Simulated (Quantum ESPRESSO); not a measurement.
WS in Quantum ESPRESSO: the effect of functional

WS:

```
W S
1.0
     3.44485    0.00000    0.00000
     0.00000    3.44485    0.00000
     0.00000    0.00000    3.44485
W S
1 1
Direct
  0.50000 0.50000 0.50000
  0.00000 0.00000 0.00000
```

The cell was built by a generator and needn't be a form met in nature.

Alike in all runs:

- Program: Quantum ESPRESSO 7.5
- Task: phonons
- Cutoff: 762 eV
- Density cutoff: 6095 eV
- k mesh: 4 × 4 × 4, shifted
- Occupations: fermi-dirac, width 0.05 eV
- Spin: no spin polarisation

Each run relaxes the cell or the atoms first.

```tsv
functional	potentials or basis	relaxed volume (Å³/atom)	highest phonon frequency (cm⁻¹)
LDA	GBRV 1.5 LDA	?	?
PBE	GBRV 1.5 PBE	13.85	209
PBEsol	GBRV 1.5 PBEsol	13.41	227
```

**Question.** What does the run with functional LDA give?

**Answer.** Relaxed volume 13.22 Å³/atom; highest phonon frequency 229 cm⁻¹.

Caveats: all runs use coarse meshes; the mesh is thin for the phonons of a metal; the volume moved by over 15 % at a fixed basis, so the end points are rough.
